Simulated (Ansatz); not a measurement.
# TaN, space group Fm-3m: a convergence test of the plane-wave cutoff

Computed with Ansatz's Python interface.

The script, `tan_ecut.py`:
```python
"""Convergence of TaN with the plane-wave cutoff."""

import ansatz as az
from tabulate import tabulate


def main() -> None:
    crystal = (
        az.Lattice.fcc(4.358)
        .space_group(225)
        .atom("Ta", (0.5, 0.0, 0.0))
        .atom("N", (0.0, 0.0, 0.0))
        .primitive()
    )

    calculation = (
        crystal.calculation()
        .kpoints(13)
        .functional("r2scan")
        .occupations("fermi_dirac", width=100 * az.meV)
        .stress()
    )

    rows = []
    for value in [250, 325, 400, 475, 550, 625]:
        rep = calculation.basis(value).run(threads=1, pin="off").report
        rows.append((value, rep["free_energy_ev"] / len(rep["lattice"]["sites"]), rep["n_iterations"], sum(rep["stress_gpa"][i][i] for i in range(3)) / 3, rep["n_pw"]))

    print(tabulate(rows, headers=["cutoff (eV)", "F/atom (eV)", "iterations", "P (GPa)", "plane waves"], floatfmt=".4f", tablefmt="grid"))

    # the last row is the reference
    for row in rows[:-1]:
        shift = 1000 * (row[1] - rows[-1][1])
        print(f"{row[0]}: {shift:+.2f} meV/atom" + ("  (within 2 meV)" if abs(shift) < 2 else ""))


if __name__ == "__main__":
    main()
```

`python tan_ecut.py` gives:
```text
DeckWarning: basis.ecutwfc = 250 eV is below the records' recommended 500 eV, and the density's cutoff is lower with it unless basis.ecutrho_ratio is high enough to keep the records' density cutoff: compare with a run at a higher cutoff
DeckWarning: basis.ecutwfc = 325 eV is below the records' recommended 500 eV, and the density's cutoff is lower with it unless basis.ecutrho_ratio is high enough to keep the records' density cutoff: compare with a run at a higher cutoff
DeckWarning: basis.ecutwfc = 400 eV is below the records' recommended 500 eV, and the density's cutoff is lower with it unless basis.ecutrho_ratio is high enough to keep the records' density cutoff: compare with a run at a higher cutoff
DeckWarning: basis.ecutwfc = 475 eV is below the records' recommended 500 eV, and the density's cutoff is lower with it unless basis.ecutrho_ratio is high enough to keep the records' density cutoff: compare with a run at a higher cutoff
+---------------+---------------+--------------+-----------+---------------+
|   cutoff (eV) |   F/atom (eV) |   iterations |   P (GPa) |   plane waves |
+===============+===============+==============+===========+===============+
|           250 |    -5164.9838 |            6 |    6.1828 |           169 |
+---------------+---------------+--------------+-----------+---------------+
|           325 |    -5165.4601 |            8 |   10.0103 |           283 |
+---------------+---------------+--------------+-----------+---------------+
|           400 |    -5165.5208 |            8 |    9.8181 |           339 |
+---------------+---------------+--------------+-----------+---------------+
|           475 |    -5165.5271 |            8 |    9.8244 |           531 |
+---------------+---------------+--------------+-----------+---------------+
|           550 |    -5165.5284 |            8 |    9.8168 |           609 |
+---------------+---------------+--------------+-----------+---------------+
|           625 |    -5165.5297 |            8 |    9.7879 |           725 |
+---------------+---------------+--------------+-----------+---------------+
250: +545.85 meV/atom
325: +69.57 meV/atom
400: +8.89 meV/atom
475: +2.62 meV/atom
550: +1.23 meV/atom  (within 2 meV)
```
(Warnings from the package without file and line.)

From 550 eV on it stays within 2 meV an atom of the value at 625 eV; the first row (250 eV) is off by 545.8 meV and the last but one by 1.23 meV. The energy falls steadily, as expected when plane waves are added. The pressure moves from 6.18 to 9.79 GPa (the program's stress holds a Pulay correction, so it settles early).

What to keep in mind:
- The run is spin-unpolarised.
- Pressure is positive in compression.
- Spin-orbit coupling, which matters for elements this heavy, is left out.
- The starting cell is as deposited in a crystallographic database; the results hold for this polymorph, which needn't be the stable one.
- Shifts are counted from the last row, which is itself no proven limit.
- Finished in 26 s on 1 thread of Arm Neoverse V1, with other jobs on the host, peak memory 0.48 GiB.
